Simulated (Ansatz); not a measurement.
Crystal: Sn3Te.

```
Te Sn
1.0
    -2.30090    2.30090    5.51649
     2.30090   -2.30090    5.51649
     2.30090    2.30090   -5.51649
Te Sn
1 3
Direct
  0.00000 0.00000 0.00000
  0.50000 0.50000 0.00000
  0.25000 0.75000 0.50000
  0.75000 0.25000 0.50000
```

The cell comes from a database or a generator and needn't be the stable form of this composition.

Base run:

```yaml
Program: Ansatz 0.2.0
Functional: PBEsol
Potentials_or_basis: all-electron LAPW, scalar-relativistic
Cutoff: 161 eV
Density_cutoff: 643 eV
Basis_error_allowed: 0.002 eV/atom
k_mesh: 8 × 8 × 8
Occupations: fermi-dirac, width 0.05 eV
Spin: no spin polarisation
```

Its results: pressure -3.0 GPa.

Problem. The run is repeated on the same cell with these changes: functional from PBEsol to PBE. What comes out?

Solution. Pressure -0.4 GPa.

PBE binds less tightly than PBEsol, so the same cell stands under more pressure.

Not every run made on this cell is shown here.
